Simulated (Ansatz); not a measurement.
# CoF+ (doublet): wave-function methods side by side, def2-TZVPP

One table from this session's results is given with a row withheld; the runs are named, their logs left out.

Program: Ansatz 0.2.0, Gaussian basis. Level of theory: def2-TZVPP, core rule «outside noble gas», up to 10 orbitals frozen. These are calculated values, not measurements.

The runs, in order: UHF; ROHF; CCSD(T) on UHF.

2 further runs of the same task are left out: 2 set aside as unsound or not needed.

## The system

The geometry is a PBE0/def2-TZVP stationary point (not a proven minimum) of the parent state, kept for this charge and spin.

2 atoms, charge 1, spin multiplicity 2.

Atoms are counted from 1 here; the program's logs count them from 0.

Bond lengths: Co1–F2 1.746 Å.

The first run:

in.yaml reads:

```yaml
crystal:
  periodic: [false, false, false]
  atoms:
    - {symbol: Co, position_ang: [0.000000, 0.000000, 0.000000]}
    - {symbol: F, position_ang: [0.000000, 0.000000, 1.746400]}
basis:
  gaussian: {orbitals: def2-TZVPP}
total_charge: 1
magnetization: {spin_polarized: true, initial_magnetization: 1}
hamiltonian: {xc: hf}
output: {orbitals: {seedname: orbitals}}
```

Command:

```console
> ansatz run in.yaml --threads 1 --pin off --events-out ev --progress --plain --max-ram 4096MiB --backend cpu
```

Steps of the session up to this table: UHF; ROHF; CCSD(T) on UHF.

One of the session's tables, all rows but one given; the rest of the session is left out.

```
  method  from UCCSD(T) (meV)
    ROHF             +15480.5
     UHF                    ?
    UMP2              +1080.5
   UCCSD               +721.0
UCCSD(T)                    0
```

Q: Estimate the row for UHF from the others.

The run gave: from UCCSD(T) (meV): +14443.8. In the column «from UCCSD(T) (meV)» it lies between UMP2 (+1080.5) and ROHF (+15480.5).

The program flags UCCSD(T) as in doubt (see the logs), so the zero of the table is itself unsure.

To keep in mind: The determinant is far from a pure spin state, so its energy mixes those of several spin states (harmless only where they are near-degenerate, as at dissociation). The program flags UCCSD(T) as in doubt, so the zero of the table is itself unsure.
